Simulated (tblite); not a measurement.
# C5H12GeSi: the cost of one run

The runs use tblite 0.8.0 and PySCF 2.14.0, with density-fitted response routines of our own; the level of theory stands in each step. All values are computed, except where a source is named. Atoms are numbered from 0 throughout.

### 1 The molecule as given

19 atoms, charge 0, multiplicity 1; geometry from: force field or distance geometry start.

Bonds of the start (Å): C0–C1 1.52, C1–C2 1.52, C1–Si3 1.84, Si3–C4 1.82, C4–C5 1.22, C5–Ge6 1.91, C0–H7 1.13, C0–H8 1.11, C0–H9 1.12, C1–H10 1.12, C2–H11 1.12, C2–H12 1.10, C2–H13 1.12, Si3–H14 1.49, Si3–H15 1.45, Ge6–H16 1.55, Ge6–H17 1.56, Ge6–H18 1.53.

### 2 Optimising the geometry with GFN2-xTB

The job: settings as JSON, then the geometry in Å.

```
{"job": {"kind": "relax", "xc": "GFN2-xTB", "basis": "xTB"}, "charge": 0, "multiplicity": 1}
C     -2.195000    -0.808900     1.049000
C     -1.724500    -0.502100    -0.364800
C     -0.802000    -1.582700    -0.899000
Si    -1.019700     1.199600    -0.357100
C      0.794600     1.112700    -0.397700
C      2.007300     1.074000    -0.462700
Ge     3.916300     1.048700    -0.552200
H     -2.213200     0.174900     1.595100
H     -1.483200    -1.475000     1.574600
H     -3.241000    -1.207500     1.014600
H     -2.663200    -0.482000    -0.977900
H     -1.311600    -2.579500    -0.812200
H      0.117800    -1.636100    -0.299200
H     -0.598400    -1.442400    -1.992200
H     -1.362600     1.816500     0.954300
H     -1.571300     2.064000    -1.382000
H      4.535900     1.749400     0.681300
H      4.400200     1.873600    -1.785100
H      4.403800    -0.388000    -0.732600
```

The run is started by

```sh
OMP_NUM_THREADS=1 python probes_run.py task.json out
```

The driver reads the jobs from task.json and runs them one after another.

**Question.** How long does this first job take on 1 thread of Arm Neoverse V1, shared host, and how much memory does it need?

About 1.4 s, with a peak of 0.18 GiB.
